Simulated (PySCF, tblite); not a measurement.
# C₃H₅ClN₂Si: geometry, infrared bands and NMR shifts

Wanted: the infrared bands and NMR shifts of C₃H₅ClN₂Si (`[SiH3]n1cncc1Cl`), by calculation.

Programs: tblite 0.8.0 and PySCF 2.14.0, with density-fitted response routines of our own. Each step states its level of theory. These are calculated values for one molecule in the gas phase, unless marked as measured. Atoms count from 0, in the outputs and in this text.

## (1) The starting structure

12 atoms, charge 0, multiplicity 1; geometry from: force field or distance geometry start.

Bonds of the start (Å): Si0–N1 1.76, N1–C2 1.37, C2–N3 1.33, N3–C4 1.36, C4–C5 1.37, C5–Cl6 1.71, C5–N1 1.36, Si0–H7 1.48, Si0–H8 1.49, Si0–H9 1.49, C2–H10 1.08, C4–H11 1.08.

## (2) Optimising the geometry with GFN2-xTB

Job settings and geometry (Å):

```
{"job": {"kind": "relax", "xc": "GFN2-xTB", "basis": "xTB"}, "charge": 0, "multiplicity": 1}
Si     1.836400     0.021800     0.162900
N      0.083800    -0.073900     0.013100
C     -0.598800    -1.245400     0.203300
N     -1.904100    -1.048900     0.031900
C     -2.046700     0.277800    -0.243500
C     -0.825400     0.896100    -0.267600
Cl    -0.412300     2.523300    -0.568500
H      2.437300     0.479300    -1.114200
H      2.396700    -1.315700     0.495800
H      2.206000     0.966000     1.252600
H     -0.149600    -2.195400     0.439400
H     -3.022000     0.714100    -0.431100
```

Run with:

```console
OMP_NUM_THREADS=1 python probes_run.py task.json out
```

One launch serves the whole session: the jobs run in the order shown.

**Question.** This job is followed by: GFN2-xTB harmonic vibrations, gas phase; GIAO PBE0/pcSseg-1 NMR shielding, non-relativistic, gas phase. Predict these results of the whole session: strongest single infrared mode (GFN2-xTB); zero-point energy (GFN2-xTB); 13C shifts against TMS (PBE0/pcSseg-1); 1H shifts against TMS (PBE0/pcSseg-1, means over atoms taken as alike); 29Si shifts against TMS (PBE0/pcSseg-1); 15N shifts against NH3 (PBE0/pcSseg-1); 35Cl shifts against HCl (PBE0/pcSseg-1).

**Answer**, as computed:

| quantity | value |
| --- | --- |
| strongest single infrared mode (GFN2-xTB) | 789 cm⁻¹, 366 km/mol |
| zero-point energy (GFN2-xTB) | 46.6 kcal/mol |
| 13C shifts against TMS (PBE0/pcSseg-1) | 142.2, 134.0, 128.6 ppm |
| 1H shifts against TMS (PBE0/pcSseg-1, means over atoms taken as alike) | 7.26, 7.22, 4.99 ppm |
| 29Si shifts against TMS (PBE0/pcSseg-1) | -57.7 ppm |
| 15N shifts against NH3 (PBE0/pcSseg-1) | 315.3, 182.6 ppm |
| 35Cl shifts against HCl (PBE0/pcSseg-1) | 140 ppm |

In words: Over 32 steps the energy fell by 0.178 eV; of the close pairs, C2–N3 changed most, 1.331 to 1.297 Å. No mode is imaginary among the 30: a minimum at this level. The strongest single mode, at 789 cm⁻¹, has its largest shares on H8, H9 and H7 (the list is cut at 3 atoms). Unscaled tight-binding wavenumbers are off by several per cent, some by more. Its intensities can rank the bands wrongly. At PBE0/pcSseg-1: Shielding is most anisotropic at N3 (span 511 ppm, paramagnetic term -380 ppm). NICS(1)zz of -28 ppm above the planar ring from N1 marks a diatropic (aromatic) ring current.
